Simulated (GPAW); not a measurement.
The system is BaTiO3.

```
Ba Ti O
1.0
     4.00600    0.00000    0.00000
     0.00000    4.00600    0.00000
     0.00000    0.00000    4.00600
Ba Ti O
1 1 3
Direct
  0.50000 0.50000 0.50000
  0.00000 0.00000 0.00000
  0.00000 0.00000 0.50000
  0.00000 0.50000 0.00000
  0.50000 0.00000 0.00000
```

Base run:

```yaml
Program: GPAW 26.7.0
Functional: PBEsol
Potentials_or_basis: PAW data sets generated in the run's folder for this functional
Cutoff: 800 eV
Basis: pw
k_mesh: 7 × 7 × 7
Occupations: fermi-dirac, width 0.05 eV
Spin: no spin polarisation
Hubbard_terms: Ti d U = 3 eV
```

Its results: band gap on the k mesh 2.20 eV, indirect (least direct gap 2.30 eV); pressure -1.8 GPa.

**Question.** The run is repeated on the same cell with these changes: hubbard terms from Ti d U = 3 eV to Ti d U = 1 eV. What comes out?

**Answer.** Band gap on the k mesh 1.92 eV, indirect (least direct gap 2.01 eV); pressure -2.7 GPa.

Caveats: spin-orbit coupling is left out, which moves the levels of the heavy elements.

A k mesh can miss the band edges.

Not every run made on this cell is shown here.
